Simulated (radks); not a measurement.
# Pd⁺ in [Ar] 3d10 4s1.75 4p6 4d9 5d0.25: an all-electron calculation

Aim: the levels, the sizes of the orbitals and the parts of the energy of the palladium ion Pd+.

Program: radks (a radial shooting solver on a logarithmic mesh, Libxc functionals) version 1. Level of theory: scalar-relativistic Kohn-Sham, r2SCAN, spin-polarised, spherical densities, finite nucleus; open shells are filled with parallel spins first. These are calculated values, not measurements, unless marked.

### 1 The system

- element: palladium (Z = 46)
- charge: +1
- electrons: 45
- configuration: [Ar] 3d10 4s1.75 4p6 4d9 5d0.25
- nuclear rms radius: 4.5318 fm

### 2 The run

Input:

```text
Z 46
configuration [Ar] 3d10 4s1.75 4p6 4d9 5d0.25
relativity scalar-relativistic
functional r2scan,r2scan
spin polarised
nucleus finite rms 4.5318 fm
c 137.035999084
```

Command:

```
python run_ks.py task.json out
```

All runs below come from this command, one after another.

Q: Predict the outcome of this run.

The runs gave:

| quantity | value |
| --- | --- |
| total energy | -5045.27686 hartree |
| exchange-correlation share of it | 2.85 % |
| −T/E | 1.0373 |
| highest occupied level | 5d up, -2.864 eV |
| most extended occupied level | 5d up, <r> = 7.44 bohr |
| radius at density 0.001 e/bohr³ | 3.59 bohr |
| maxima of the radial density | 5 |

**Reading.** The radial density shows 5 maxima for 5 occupied principal shells. −T/E is 1.037: with relativity the kinetic term as defined here no longer equals −E. This is not the tabulated ground configuration, so its levels and sizes aren't those of the ground state, and no measured value stands beside it.
